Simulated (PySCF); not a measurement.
**[La(NH3)]3+: other functionals and bases at one geometry**

One table from this session's results is given with a row withheld; the runs are named, their logs left out.

Method: several levels, as the steps say, no spin–orbit coupling; program: PySCF 2.14.0.

1 further run of the same task is left out (for a known fault of the program).

## Starting geometry

5 atoms, charge 3, spin multiplicity 1.

Bond lengths: La1–N2 2.478 Å, N2–H3 1.044 Å, N2–H4 1.044 Å, N2–H5 1.044 Å. Angles: La1–N2–H3 115.9°, La1–N2–H4 115.9°, La1–N2–H5 115.9°, H3–N2–H4 102.3°, H3–N2–H5 102.3°, H4–N2–H5 102.3°.

Coordinates:

```xyz
5
H3LaN
La    0.0000    0.0000   -0.2150
N     0.0000    0.0000    2.2628
H     0.9394    0.0000    2.7191
H    -0.4697    0.8135    2.7191
H    -0.4697   -0.8135    2.7191
```

Formal oxidation states: La +3. The 4f shell is empty and lies in the core potential. An earlier session relaxed this geometry at PBE0, La lcecp-1-SVP with ECP46, N def2-SVP, H def2-SVP (singlet, point group C3v).

At PBE0 on the finer grid: E = -86.778083 Eh, HOMO -26.69 eV, LUMO -19.55 eV, Mulliken charge on La1 +2.53 e, largest force component 0.005 eV/Å. The large-core potential holds the 4f shell empty.

Levels to run: PBE; B3LYP; PBE0, TZVP. Hardware: 2 threads of Arm Neoverse V1, shared host.

The first run:

run.py (the lines that set the calculation) reads:

```python
mol = gto.M(atom='''
La     0.00000     0.00000    -0.21497
N      0.00000     0.00000     2.26280
H      0.93936     0.00004     2.71906
H     -0.46971     0.81350     2.71906
H     -0.46965    -0.81353     2.71906''',
    basis={'La': 'lcecp-1-SVP', 'N': 'def2-SVP', 'H': 'def2-SVP'},
    ecp={'La': 'lcecp-1-SVP'},
    charge=3, spin=0)
mf = dft.RKS(mol, xc='PBE')
mf.grids.atom_grid = (75, 302)  # f atoms: unpruned, at least (60, 302)
mf = mf.density_fit()  # fitting sets: La AutoAux, N def2-universal-JKFIT, H def2-universal-JKFIT
mf.conv_tol = 1e-08; mf.max_cycle = 55
mf.kernel(dm0)  # dm0: the density of the relaxed state
```

Launch:

```
$ OMP_NUM_THREADS=2 python run.py
```

Steps of the session up to this table: PBE; B3LYP; PBE0, TZVP.

One of the session's tables, all rows but one given; the rest of the session is left out.

```
              level  HOMO (eV)  gap (eV)  charge on La1 (e)  dipole (D)  largest force component (eV/Å)
PBE0 (relaxed here)     -26.69      7.14               2.53        3.05                            0.00
                PBE     -25.34      4.80               2.48        3.39                            0.37
              B3LYP          ?         ?                  ?           ?                               ?
         PBE0, TZVP     -26.62      7.13               2.59        3.14                            0.29
```

**Question.** Estimate the row for B3LYP.

The run gave: HOMO (eV): -26.40; gap (eV): 6.51; charge on La1 (e): 2.52; dipole (D): 3.08; largest force component (eV/Å): 0.16. In the column «HOMO (eV)» it lies between PBE0, TZVP (-26.62) and PBE (-25.34).

The dipole of a charged species depends on the origin, so these sizes hold for this origin alone.

In one basis the HOMO–LUMO gap runs from 4.80 eV (PBE) to 7.14 eV (PBE0). The largest leftover force, 0.37 eV/Å with PBE, stands at a geometry relaxed at another level. With 4f in the core, its levels are missing from HOMO and gap, and its count is fixed, so no charge can pass from the ligands into it. Total energies of different levels can't be compared.
